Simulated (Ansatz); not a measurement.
# AlGa2Sb3: the cost of one run

Program: Ansatz 0.2.0. Level of theory: DFT PBE, scalar-relativistic, plane waves, PAW. These are calculated values, not measurements.

### 1 The system as given

The structure is hexagonal, space group P-6m2 (No. 187). The conventional cell has a = 4.389 Å, b = 4.389 Å, c = 8.202 Å, α = 90.00°, β = 90.00°, γ = 120.00°. Around Al (site symmetry -6m2) lie 3 Sb at 2.53 Å and 6 Ga at 3.25 Å. Around Ga (site symmetry 3m) lie 9 Sb at 3.25 to 3.27 Å and 3 Al at 3.25 Å. Sb (site symmetry -6m2) has 3 Sb at 2.53 Å and 6 Ga at 3.27 Å in its first shell of neighbours. Sb (site symmetry -6m2) is surrounded by 3 Al at 2.53 Å and 6 Ga at 3.25 Å.

Structure file:

```
CELL_PARAMETERS angstrom
4.38884 0.00000 0.00000
-2.19442 3.80084 0.00000
0.00000 0.00000 8.20231
ATOMIC_POSITIONS crystal
Al 0.00000 0.00000 0.00000
Ga 0.66667 0.33333 0.24807
Ga 0.66667 0.33333 0.75193
Sb 0.00000 0.00000 0.50000
Sb 0.33333 0.66667 0.00000
Sb 0.33333 0.66667 0.50000
```

Recipe of the guess: species swapped into a database cell of Ce2CuGe3 (P-6m2, No. 187), with Ga on the Ce sites, Al on the Cu sites and Sb on the Ge sites. Lengths come from tabulated atomic sizes and are only a guess.

### 2 Probe: one point on a coarse mesh

input.yaml reads:

```yaml
crystal:
  lattice:
    - [4.38883519, 0.0, 0.0]
    - [-2.19441759, 3.80084276, 0.0]
    - [0.0, 0.0, 8.20230672]
  atoms:
    - { symbol: Al, position: [0.0, 0.0, 0.0] }
    - { symbol: Ga, position: [0.66666667, 0.33333333, 0.248074] }
    - { symbol: Ga, position: [0.66666667, 0.33333333, 0.751926] }
    - { symbol: Sb, position: [0.0, 0.0, 0.5] }
    - { symbol: Sb, position: [0.33333333, 0.66666667, 0.0] }
    - { symbol: Sb, position: [0.33333333, 0.66666667, 0.5] }
basis:
  ecutwfc: 420
kpoints:
  mp_grid: { grid: [6, 6, 2] }
hamiltonian:
  xc: pbe
scf:
  occupations: { method: gaussian, width: 0.1 }
  lower_state_search: "off"
output:
  forces: true
  stress: true
  eigenvalues: true
```

On the command line:

```
ansatz run input.yaml --threads 1 --pin off --max-ram 2560MiB --backend cpu --events-out ev --progress --plain --runs-dir out
```

Q: Estimate wall time and peak memory on 1 thread of Intel Xeon at 2.70GHz, shared host.

About 8 s, with a peak of 0.4 GiB.
